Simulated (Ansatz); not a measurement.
A first try at cell relaxations under several functionals of ZnSn₂N₂, space group P-4m2, using Ansatz 0.2.0, Python API.

Script `znsn2n2_lattice.py`:
```python
import ansatz as az
import numpy as np

def edges_and_angles(cell):
    cell = np.asarray(cell)
    a, b, c = np.linalg.norm(cell, axis=1)
    cosines = cell[1] @ cell[2] / (b * c), cell[0] @ cell[2] / (a * c), cell[0] @ cell[1] / (a * b)
    return (a, b, c, *np.degrees(np.arccos(cosines)))


def main() -> None:
    vectors = np.array([
        [3.352326, 0.0, 0.0],
        [0.0, 3.352326, 0.0],
        [0.0, 0.0, 8.064209],
    ])
    crystal = (
        az.Lattice.of(vectors)
        .atom('Zn', (0.0, 0.0, 0.0))
        .atom('Sn', (0.5, 0.5, 0.694173))
        .atom('Sn', (0.5, 0.5, 0.305827))
        .atom('N', (0.5, 0.0, 0.14581))
        .atom('N', (0.0, 0.5, 0.85419))
    )

    calc = crystal.calculation()
    calc = calc.kpoints(7, 7, 3, center='monkhorst-pack')
    calc = calc.occupations('fixed')
    calc = calc.relax(cell=True, force_tolerance=0.05)

    levels = [('lda', 'none'), ('rpbe', 'none'), ('pbesol', 'none'), ('r2scan', 'd4')]
    print('level            a       b       c    alpha   beta  gamma  V/atom  steps')
    for name, dispersion in levels:
        seen = []
        run = calc.functional(name, dispersion=dispersion).session().plan()
        result = run.execute(on_event=lambda e: seen.append(e) if e['event'] == 'relax_step' else None)
        cell = result.lattice.cell_ang
        label = name if dispersion == 'none' else f'{name}+{dispersion}'
        print('{:13s} {:7.4f} {:7.4f} {:7.4f} {:6.2f} {:6.2f} {:6.2f}'.format(label, *edges_and_angles(cell)), f'{abs(np.linalg.det(cell)) / len(result.lattice.sites):7.3f} {len(seen):5d}')


if __name__ == '__main__':
    main()
```

```console
$ python znsn2n2_lattice.py
level            a       b       c    alpha   beta  gamma  V/atom  steps
DeckWarning: basis.ecutwfc = 420 eV, auto-derived from the records' recommended cutoffs: set by Zn (normal level)
RunWarning: iter 1: σ=0 fill of 25 bands saw a band overlap (occupied 9.0425 eV > unoccupied 7.7063 eV) — on an unconverged iterate often a transient of an unconverged empty band; one that stands at the close is told there (band_overlap_at_count); if the run fails to converge, the spectrum is likely genuinely metallic at σ=0 — use a smearing of finite width or the tetrahedron method (which not every kind of run takes: see the entry of scf.occupations.method in the input reference), with at [...]
RunWarning: the bands overlap at the fill by count (25 filled at each k-point of a channel): the highest filled level, 9.878034 eV at k-index 0, stands 1.3285 eV over the lowest empty one, 8.549486 eV at k-index 18, so that a fill of the lowest levels lies lower and no gap is reported. A metal, or a carrier in a host's bands, wants a smearing of finite width or the tetrahedron method (`scf.occupations.method`). A defect's level that its images broaden is meant whole, and this fill is then the [...]
lda            3.2528  3.2528  8.0192  90.00  90.00  90.00  16.970     9
rpbe           3.3747  3.3747  8.4340  90.00  90.00  90.00  19.210    10
pbesol         3.2861  3.2861  8.0915  90.00  90.00  90.00  17.475     8
DeckWarning: basis.ecutwfc = 500 eV, auto-derived from the records' recommended cutoffs: set by Zn (their level for a meta-GGA)
r2scan+d4      3.2804  3.2804  8.1290  90.00  90.00  90.00  17.496     5
```
(Warnings from the package without file and line, shortened, repeats left out.)

No error stopped it. What is wrong with the input all the same?

The fault: fixed occupations, though the bands overlap at this level of theory. The change:

```diff
--- before
+++ after
@@ -27,3 +27,3 @@
     calc = calc.kpoints(7, 7, 3, center='monkhorst-pack')
-    calc = calc.occupations('fixed')
+    calc = calc.occupations('fermi_dirac', width=0.05)
     calc = calc.relax(cell=True, force_tolerance=0.05)
```

After the fix:

```console
$ python znsn2n2_lattice.py
level            a       b       c    alpha   beta  gamma  V/atom  steps
DeckWarning: basis.ecutwfc = 420 eV, auto-derived from the records' recommended cutoffs: set by Zn (normal level)
lda            3.2653  3.2653  7.8335  90.00  90.00  90.00  16.704     9
rpbe           3.3868  3.3868  8.1377  90.00  90.00  90.00  18.668     8
pbesol         3.2983  3.2983  7.9046  90.00  90.00  90.00  17.199     8
DeckWarning: basis.ecutwfc = 500 eV, auto-derived from the records' recommended cutoffs: set by Zn (their level for a meta-GGA)
r2scan+d4      3.2950  3.2950  7.9136  90.00  90.00  90.00  17.183     6
```
(Warnings from the package without file and line.)

Caveats:
- The settings weren't tested for convergence.
- Dispersion corrections can be off by several per cent in the lattices of metals, and by several GPa in the pressure at a fixed cell.
- The mesh is modest for a metal, so energies can be off by several to tens of meV an atom and pressures by half a GPa or more; differences at equal mesh fare better.
- The structure comes from a database of computed cells and needn't be a stable or known phase.
- It ran for 2.9 min on 1 thread of Arm Neoverse V2, with other jobs on the host, peak memory 0.61 GiB.
